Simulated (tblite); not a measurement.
# C2H8GeSi: the cost of one run

Programs: tblite 0.8.0 and PySCF 2.14.0. All values are calculated, for the isolated system unless a continuum is named. Atoms count from 0, parts from 1.

### Step 1. Starting point

12 atoms, charge 0, multiplicity 1; geometry: distance geometry start.

### Step 2. Relaxing the cluster with GFN2-xTB

The job: settings as JSON, then the geometry in Å.

```
{"job": {"kind": "relax", "xc": "GFN2-xTB", "basis": "xTB"}, "charge": 0, "multiplicity": 1}
Ge     0.983412    -0.446599     1.165500
C      2.023139     0.573360    -0.091707
C     -0.542694    -1.139541     0.202665
Si    -1.790243     0.249395     0.100188
H      2.469913     1.436083     0.423509
H      1.405968     0.964923    -0.956053
H      2.799263    -0.099852    -0.530840
H     -0.181495    -1.368840    -0.848169
H     -0.982980    -2.031908     0.678662
H     -1.603699     1.076827     1.327902
H     -1.469563     1.082530    -1.095730
H     -3.131346    -0.291941     0.019026
```

With the program's defaults for keys left out, this is: GFN2-xTB geometry optimisation, gas phase.

Run with:

```console
$ OMP_NUM_THREADS=1 python cluster_run.py task.json out
```

This one command runs all jobs of the session in turn.

Q: Estimate the wall time of this first job on 1 thread of Arm Neoverse V2, shared host.

About 1.7 s.
